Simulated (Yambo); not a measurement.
# NiO (Fm-3m) in Yambo: notebook

Runs on NiO. Level: PBE. Tasks: optical spectrum.

Everything below comes from runs of Yambo 5.3.0. Logs are shortened: lines on timing, memory, paths and dates and some standing lists are left out, and cuts for length are marked.

**Experimental background.**

From “Local correlations, non-local screening, multiplets, and band formation in NiO”, 2012, arxiv:1210.6675, for a bulk crystal of NiO: band gap 4.3 eV.

How close the calculation comes is told below.

## Step 1: The structure

It takes space group Fm-3m (No. 225, cubic). The conventional cell has a = 4.172 Å, b = 4.172 Å, c = 4.172 Å, α = 90.00°, β = 90.00°, γ = 90.00°. Ni (site symmetry m-3m) is surrounded by 6 O at 2.09 Å. O (site symmetry m-3m) has 6 Ni at 2.09 Å as nearest neighbours.

## Step 2: Optical spectrum, PBE, collinear spin, ferromagnetic start

The input, optics0.in:

```
optics
chi
Chimod= "IP"
% BndsRnXd
 1 | 27 |
%
% LongDrXd
 1 | 1 | 1 |
%
% QpntsRXd
 1 | 1 |
%
% EnRngeXd
 0 | 30 | eV
%
% DmRngeXd
 0.1 | 0.1 | eV
%
ETStpsXd= 200
```

The input, scf.in:

```
&CONTROL
  calculation = 'scf'
  prefix = 'pwscf'
  outdir = './tmp'
  pseudo_dir = './pseudo'
/
&SYSTEM
  ibrav = 0
  nat = 2
  ntyp = 2
  ecutwfc = 103
  nbnd = 22
  occupations = 'smearing'
  smearing = 'fd'
  degauss = 0.00367493
  nspin = 2
  starting_magnetization(1) = 0.0556
  starting_magnetization(2) = 0
  force_symmorphic = .true.
/
&ELECTRONS
  conv_thr = 4d-10
  electron_maxstep = 120
  mixing_beta = 0.3
/
ATOMIC_SPECIES
Ni    58.6934 Ni.upf
O     15.9990 O.upf
CELL_PARAMETERS bohr
   0.0000000000    3.9417828252    3.9417828252
   3.9417828252    0.0000000000    3.9417828252
   3.9417828252    3.9417828252    0.0000000000
ATOMIC_POSITIONS bohr
Ni     0.0000000000    0.0000000000    0.0000000000
O      3.9417828252    3.9417828252    3.9417828252
K_POINTS automatic
12 12 12 0 0 0
```

The input, nscf.in:

```
&CONTROL
  calculation = 'nscf'
  prefix = 'pwscf'
  outdir = './tmp'
  pseudo_dir = './pseudo'
/
&SYSTEM
  ibrav = 0
  nat = 2
  ntyp = 2
  ecutwfc = 103
  nbnd = 32
  occupations = 'smearing'
  smearing = 'fd'
  degauss = 0.00367493
  nspin = 2
  starting_magnetization(1) = 0.0556
  starting_magnetization(2) = 0
  force_symmorphic = .true.
/
&ELECTRONS
  conv_thr = 1d-08
  diago_full_acc = .true.
  diago_thr_init = 1d-06
/
ATOMIC_SPECIES
Ni    58.6934 Ni.upf
O     15.9990 O.upf
CELL_PARAMETERS bohr
   0.0000000000    3.9417828252    3.9417828252
   3.9417828252    0.0000000000    3.9417828252
   3.9417828252    3.9417828252    0.0000000000
ATOMIC_POSITIONS bohr
Ni     0.0000000000    0.0000000000    0.0000000000
O      3.9417828252    3.9417828252    3.9417828252
K_POINTS automatic
8 8 8 0 0 0
```

Potentials or basis: Ansatz NC SR PBE.

The run is started by

```console
OMP_NUM_THREADS=1 pw.x -in scf.in > scf.out
OMP_NUM_THREADS=1 pw.x -in nscf.in > nscf.out
cd tmp/pwscf.save; p2y; mv SAVE ../..; cd ../..
OMP_NUM_THREADS=1 yambo
OMP_NUM_THREADS=1 yambo -F optics0.in -J optics0 -C optics0_out
```

Yambo's report:

```text
[... set-up lines left out ...]
   Fragmentation                                    : yes
   Electronic Temperature                           :  300.1000 [K]
   Bosonic    Temperature                           :  300.1000 [K]
   DIP band range                                   :   1  27
   DIP band range limits                            :  13  12
   DIP e/h energy range                             : -1.000000 -1.000000 [eV]
   RL vectors in the sum                            :  2837
   [r,Vnl] included                                 : yes
   Bands ordered                                    : yes
   Direct v evaluation                              : no
   Approach used                                    : G-space v
   Dipoles computed                                 : R V P [G-space]
   Wavefunctions                                    : Perdew, Burke & Ernzerhof(X)+Perdew, Burke & Ernzerhof(C)

  [WARNING] [r,Vnl^pseudo] included in position and velocity dipoles.

  [WARNING] In case H contains other non local terms, these are neglected

 [05] Optics
 ===========

 [X-CG] R(p) Tot o/o(of R):    4663  202040     100

 [WARNING] The system is a metal but Drude term not included.
```

r_setup:

```text
[02] CORE Variables Setup
 =========================

  [02.01] Unit cells
  ==================

  Cell kind             :  FCC
  Atoms in the cell     :  Ni  O
  number of Ni atoms    :  1
  number of O  atoms    :  1

  List of atomic masses
  Mass of Ni    :  58.69340
  Mass of O     :  15.99900

  List of atomic coordinates    : [cc]
  Ni1       :  0.000000  0.000000  0.000000  order 1
  O1       :  3.941783  3.941783  3.941783  order 2

  Alat factors          :  3.941783  3.941783  3.941783 [a.u.]
  Direct lattice volume :  122.4921 [a.u.]
  Direct lattice vectors:  A[ 1 ]  A[ 2 ]  A[ 3 ]
   A[ 1 ]:  0.000000  1.000000  1.000000  [iru]
   0.000000  3.941783  3.941783  [cc]
   A[ 2 ]:  1.000000  0.000000  1.000000  [iru]
   3.941783  0.000000  3.941783  [cc]
   A[ 3 ]:  1.000000  1.000000  0.000000  [iru]
   3.941783  3.941783  0.000000  [cc]

  Recip. lattice volume :  2.025030 [a.u.]
  Recip. lattice vectors:  B[ 1 ]  B[ 2 ]  B[ 3 ]
   B[ 1 ]: -0.500000  0.500000  0.500000  [iku]
  -0.796998  0.796998  0.796998  [cc]
   B[ 2 ]:  0.500000 -0.500000  0.500000  [iku]
   0.796998 -0.796998  0.796998  [cc]
   B[ 3 ]:  0.500000  0.500000 -0.500000  [iku]
   0.796998  0.796998 -0.796998  [cc]

  [02.02] Symmetries
  ==================

  Inversion symmetry    : yes
  Spatial inversion     : yes
  Inversion index       :  25
  K-space Time-reversal : no
  Magnetic symmetries   : no
  Group table correct   : yes
  Symmetries units      :  [cc]

   [S  1]:   1.0000      0.16933E-16  0.16933E-16  0.16933E-16   1.0000     -0.16933E-16 -0.16933E-16 -0.16933E-16   1.0000
[... 170 lines left out ...]
  [X] N of el / N of met el                [spin DN]:  12.00000   2.26275
  [X] Average metallic occ.                [spin DN]:  0.565687

  [WARNING] [X] Metallic system

  [WARNING] Merged spin levels are metallic
  E [up] @ K [ 1]:  [eV]
  -103.0640  -63.4608  -63.4608  -63.4608  -20.5416   -3.2069   -3.2069   -3.2069
   -1.84314  -1.84314  -1.84314  -1.61479  -1.61479   1.58811  17.75020  19.00761
   19.00761  19.00761  22.58731  22.58731  22.58731  26.00889  26.00889  35.94757
  E [dn] @  [eV]:  [eV]
  -103.0640  -63.4608  -63.4608  -63.4608  -20.5416   -3.2069   -3.2069   -3.2069
   -1.84314  -1.84314  -1.84314  -1.61478  -1.61478   1.58812  17.75022  19.00761
   19.00761  19.00761  22.58732  22.58732  22.58732  26.00890  26.00890  35.94758
  occ [up] @ K [ 1]
   1.000000  1.000000  1.000000  1.000000  1.000000  1.000000  1.000000  1.000000
   1.000000  1.000000  1.000000  1.000000  1.000000  0.000000  0.000000  0.000000
   0.000000  0.000000  0.000000  0.000000  0.000000  0.000000  0.000000  0.000000
  occ [dn] @
   1.000000  1.000000  1.000000  1.000000  1.000000  1.000000  1.000000  1.000000
   1.000000  1.000000  1.000000  1.000000  1.000000  0.000000  0.000000  0.000000
   0.000000  0.000000  0.000000  0.000000  0.000000  0.000000  0.000000  0.000000
  E [up] @ K [ 2]:  [eV]
[... 433 lines left out ...]
   -1.15919     -1.15919    -0.823271    -0.736695    -0.520922E-2   8.66734      10.6870      10.6870
   13.57214  22.17234  22.17234  30.31930  31.44026  32.61662  36.05269  36.05269
  E [dn] @  [eV]:  [eV]
  -103.0601  -63.4823  -63.4823  -63.4736  -19.0087   -6.2338   -6.2338   -5.8188
   -1.15919     -1.15919    -0.823260    -0.736693    -0.520053E-2   8.66734      10.6870      10.6870
   13.57215  22.17234  22.17234  30.31931  31.44027  32.61662  36.05270  36.05270
  occ [up] @ K [29]
   1.000000  1.000000  1.000000  1.000000  1.000000  1.000000  1.000000  1.000000
   1.000000  1.000000  1.000000  1.000000  0.550189  0.000000  0.000000  0.000000
   0.000000  0.000000  0.000000  0.000000  0.000000  0.000000  0.000000  0.000000
  occ [dn] @
   1.000000  1.000000  1.000000  1.000000  1.000000  1.000000  1.000000  1.000000
   1.000000  1.000000  1.000000  1.000000  0.550106  0.000000  0.000000  0.000000
   0.000000  0.000000  0.000000  0.000000  0.000000  0.000000  0.000000  0.000000

 [03] Transferred momenta grid and indexing
 ==========================================

 IBZ Q-points                                      :  29
 BZ  Q-points                                      :   512

 K/Q-points units:
 rlu = crystal or reduced units; cc = cartesian coordinates; iku = interal k-units

 Q [ 1]         [rlu]:  0.000000  0.000000  0.000000
 Q [ 2]         [rlu]: -0.78773E-18 -0.78773E-18  0.12500
 Q [ 3]         [rlu]:  0.19593E-17  0.19593E-17  0.25000
 Q [ 4]         [rlu]: -0.23632E-17 -0.23632E-17  0.37500
 Q [ 5]         [rlu]: -0.39187E-17 -0.39187E-17 -0.50000
 Q [ 6]         [rlu]: -0.28519E-18  0.12500      0.12500
 Q [ 7]         [rlu]: -0.78773E-18  0.12500      0.25000
 Q [ 8]         [rlu]:  0.19593E-17  0.12500      0.37500
 Q [ 9]         [rlu]: -0.94328E-17  0.12500      0.50000
 Q [10]         [rlu]: -0.39187E-17  0.12500     -0.37500
 Q [11]         [rlu]:  0.23632E-17  0.12500     -0.25000
 Q [12]         [rlu]: -0.19593E-17  0.12500     -0.12500
 Q [13]         [rlu]: -0.57037E-18  0.25000      0.25000
 Q [14]         [rlu]:  0.21796E-16  0.25000      0.37500
 Q [15]         [rlu]: -0.86450E-17  0.25000      0.50000
[... 12 lines left out ...]
 Q [28]         [rlu]:  0.125000 -0.500000 -0.375000
 Q [29]         [rlu]:  0.250000 -0.500000 -0.250000

  [03.01] X indexes
  =================

   [03.01.01] Sigma indexes
   ========================

   [WR./SAVE//ndb.kindx]-----------------------------------------------------------
    Fragmentation                                    : no
    Polarization last K ( bz)                        :   512
    Polarization last K (ibz)                        :  29
    QP states                                        :   1  29
    X grid is uniform                                : yes
    Grids (string)                                   :  X S
    Grids (int-vector)                               :  1  0  0  1
```

o-optics0.eel_q1_ip:

```text
# Electron Energy Loss @ Q(1):  0.577350269     0.577350269     0.577350269    [q->0 direction]
#
# [ X ] Hartree size                              :  1
# [GEN] GF Energies                               : Perdew, Burke & Ernzerhof(X)+Perdew, Burke & Ernzerhof(C)
# [GEN] Green`s Function                          : Retarded
#
# [GEN] Gauge                                     : Length
# [GEN] [r,Vnl] included                          : yes
#
#    E[1] [eV]          Im(eel)            Re(eel)
#
        0.000000           0.95841E-19       -0.001544
        0.150754           0.005183           0.001410
        0.301508           0.019020           0.009746
        0.452261           0.034594          -0.010883
        0.603015           0.021514          -0.002581
        0.753769           0.035589           0.016526
[... 192 lines left out ...]
        29.84925           0.501639          -0.455322
        30.00000           0.576461          -0.313345
#
```

It took 4.3 min on 1 thread of Arm Neoverse V1, shared host; peak memory 0.24 GiB.

What came out:

```
Band gap on the k mesh, mean-field level : none (metal or under the smearing width)
Net moment                               : 0.00 μB per cell
```

Dielectric function (along the field direction of the input):
| energy (eV) | real part | imaginary part |
| --- | --- | --- |
| 0.30 | -21.34 | 41.64 |
| 0.75 | -10.73 | 23.11 |
| 1.21 | -5.99 | 10.62 |
| 1.81 | -5.12 | 7.69 |
| 2.26 | -2.06 | 3.10 |
| 2.71 | 0.36 | 0.54 |
| 3.32 | 3.18 | 0.92 |
| 3.77 | 2.04 | 1.01 |
| 4.22 | 3.51 | 0.66 |
| 4.82 | 3.78 | 1.51 |
| 5.28 | 3.54 | 2.01 |
| 5.73 | 4.46 | 2.30 |
| 6.33 | 2.87 | 3.80 |
| 6.78 | 2.24 | 2.25 |
| 7.24 | 1.55 | 2.93 |
| 7.84 | 1.79 | 2.22 |
| 8.29 | 1.51 | 1.62 |
| 8.74 | 2.52 | 2.05 |
| 9.35 | 1.73 | 1.19 |
| 9.80 | 2.46 | 0.68 |
| 10.25 | 4.24 | 1.08 |
| 10.85 | 3.27 | 3.62 |
| 11.31 | 2.15 | 3.44 |
| 11.76 | 2.90 | 3.64 |
| 12.36 | 1.94 | 3.98 |
| 12.81 | 0.15 | 1.82 |
| 13.27 | 1.66 | 2.13 |
| 13.87 | 0.64 | 2.00 |
| 14.32 | 0.30 | 2.45 |
| 14.77 | 1.56 | 1.68 |
| 15.38 | 1.86 | 2.78 |
| 15.83 | 1.14 | 2.46 |
| 16.28 | 1.51 | 2.43 |
| 16.88 | 0.30 | 3.66 |
| 17.34 | -0.86 | 2.78 |
| 17.79 | -1.03 | 1.81 |
| 18.39 | -0.02 | 1.61 |
| 18.84 | -0.14 | 1.15 |
| 19.30 | -0.28 | 1.38 |
| 19.90 | 0.21 | 0.95 |

Energy-loss function:
```
energy (eV)   loss
        0.0  0.000
        1.4  0.124
        2.6  0.860
        3.9  0.088
        5.3  0.121
        6.5  0.199
        7.8  0.273
        9.2  0.288
       10.4  0.072
       11.8  0.168
       13.1  0.413
       14.3  0.402
       15.7  0.335
       16.9  0.272
       18.2  0.922
       19.6  0.807
       20.8  0.647
       22.2  0.956
       23.5  1.261
       24.7  1.014
       26.1  0.729
       27.4  0.533
       28.6  0.441
       30.0  0.576
```

Caveat: the intraband (Drude) term of the metal is left out; the ground state has no gap, which makes the many-body step unreliable; spectra need much finer meshes, so this one isn't converged; independent-particle spectra lack excitons; semilocal functionals often make such compounds metallic where correlation or magnetic order opens a gap, which also shifts bond lengths.

## Step 3: Optical spectrum, PBE, collinear spin, ferromagnetic start

The input, optics1.in:

```
optics
chi
Chimod= "HARTREE"
% BndsRnXd
 1 | 27 |
%
NGsBlkXd= 3 Ry
% LongDrXd
 1 | 1 | 1 |
%
% QpntsRXd
 1 | 1 |
%
% EnRngeXd
 0 | 15 | eV
%
% DmRngeXd
 0.3 | 0.3 | eV
%
ETStpsXd= 200
```

scf.in is that of step 2.

nscf.in is that of step 2.

Potentials or basis: Ansatz NC SR PBE.

The run is started by

```console
OMP_NUM_THREADS=1 pw.x -in scf.in > scf.out
OMP_NUM_THREADS=1 pw.x -in nscf.in > nscf.out
cd tmp/pwscf.save; p2y; mv SAVE ../..; cd ../..
OMP_NUM_THREADS=1 yambo
OMP_NUM_THREADS=1 yambo -F optics1.in -J optics1 -C optics1_out
```

Yambo's report:

```text
[... set-up lines left out ...]
   Fragmentation                                    : yes
   Electronic Temperature                           :  300.1000 [K]
   Bosonic    Temperature                           :  300.1000 [K]
   DIP band range                                   :   1  27
   DIP band range limits                            :  13  12
   DIP e/h energy range                             : -1.000000 -1.000000 [eV]
   RL vectors in the sum                            :  2837
   [r,Vnl] included                                 : yes
   Bands ordered                                    : yes
   Direct v evaluation                              : no
   Approach used                                    : G-space v
   Dipoles computed                                 : R V P [G-space]
   Wavefunctions                                    : Perdew, Burke & Ernzerhof(X)+Perdew, Burke & Ernzerhof(C)

  [WARNING] [r,Vnl^pseudo] included in position and velocity dipoles.

  [WARNING] In case H contains other non local terms, these are neglected

 [05] Optics
 ===========

 [X-CG] R(p) Tot o/o(of R):    4663  202040     100

 [WARNING] The system is a metal but Drude term not included.
```

o-optics1.eps_q1_inv_rpa_dyson:

```text
# Absorption @ Q(1):  0.577350269     0.577350269     0.577350269    [q->0 direction]
#
# [ X ] Hartree size                              :  27
# [GEN] GF Energies                               : Perdew, Burke & Ernzerhof(X)+Perdew, Burke & Ernzerhof(C)
# [GEN] Green`s Function                          : Retarded
#
# [GEN] Gauge                                     : Length
# [GEN] [r,Vnl] included                          : yes
#
#    E[1] [eV]          Im(eps)            Re(eps)            Im(eps_o)          Re(eps_o)
#
        0.000000          -0.231138E-6        91.76760           0.46297E-14        91.86325
        0.075377           32.46474           79.86786           32.46980           79.96217
        0.150754           47.69954           55.34243           47.70771           55.43413
        0.226131           47.51485           34.39419           47.52471           34.48384
        0.301508           41.49785           21.90300           41.50923           21.99140
        0.376884           35.60685           15.59684           35.62010           15.68423
[... 192 lines left out ...]
        14.92462           1.723131           1.429025           1.965987           1.561610
        15.00000           1.805192           1.490126           2.062974           1.622118
#
```

Run time: 4.4 min. Hardware: 1 thread of Arm Neoverse V1, shared host; peak memory 0.43 GiB.

Results:

* Band gap on the k mesh, mean-field level: none (metal or under the smearing width)
* Net moment: 0.00 μB per cell

Dielectric function (along the field direction of the input):
| energy (eV) | real part | imaginary part |
| --- | --- | --- |
| 0.30 | 21.90 | 41.50 |
| 0.68 | 4.03 | 25.19 |
| 1.06 | -1.08 | 14.87 |
| 1.43 | -0.95 | 9.30 |
| 1.81 | -1.81 | 6.79 |
| 2.19 | -1.23 | 3.70 |
| 2.56 | -0.03 | 1.87 |
| 2.94 | 1.38 | 1.20 |
| 3.32 | 2.36 | 1.42 |
| 3.69 | 2.27 | 1.41 |
| 4.07 | 2.88 | 1.07 |
| 4.45 | 3.44 | 1.44 |
| 4.82 | 3.61 | 1.71 |
| 5.20 | 3.65 | 2.25 |
| 5.58 | 3.58 | 2.47 |
| 5.95 | 3.38 | 3.11 |
| 6.33 | 2.66 | 3.27 |
| 6.71 | 2.15 | 2.91 |
| 7.09 | 2.01 | 2.82 |
| 7.46 | 1.68 | 2.58 |
| 7.84 | 1.60 | 2.15 |
| 8.22 | 1.67 | 1.81 |
| 8.59 | 2.02 | 1.71 |
| 8.97 | 1.82 | 1.85 |
| 9.35 | 1.90 | 1.37 |
| 9.72 | 2.30 | 1.14 |
| 10.10 | 3.04 | 1.21 |
| 10.48 | 3.56 | 2.11 |
| 10.85 | 3.10 | 2.99 |
| 11.23 | 2.40 | 3.25 |
| 11.61 | 2.08 | 3.17 |
| 11.98 | 1.56 | 3.38 |
| 12.36 | 1.17 | 3.24 |
| 12.74 | 0.54 | 2.62 |
| 13.12 | 0.91 | 2.12 |
| 13.49 | 1.05 | 2.23 |
| 13.87 | 0.82 | 2.07 |
| 14.25 | 0.85 | 1.96 |
| 14.62 | 1.10 | 1.59 |
| 15.00 | 1.49 | 1.81 |

Caveat: the intraband (Drude) term of the metal is left out; the ground state has no gap, which makes the many-body step unreliable; spectra need much finer meshes, so this one isn't converged; these spectra lack excitons; semilocal functionals often make such compounds metallic where correlation or magnetic order opens a gap, which also shifts bond lengths.

[end of part 1 of 2]
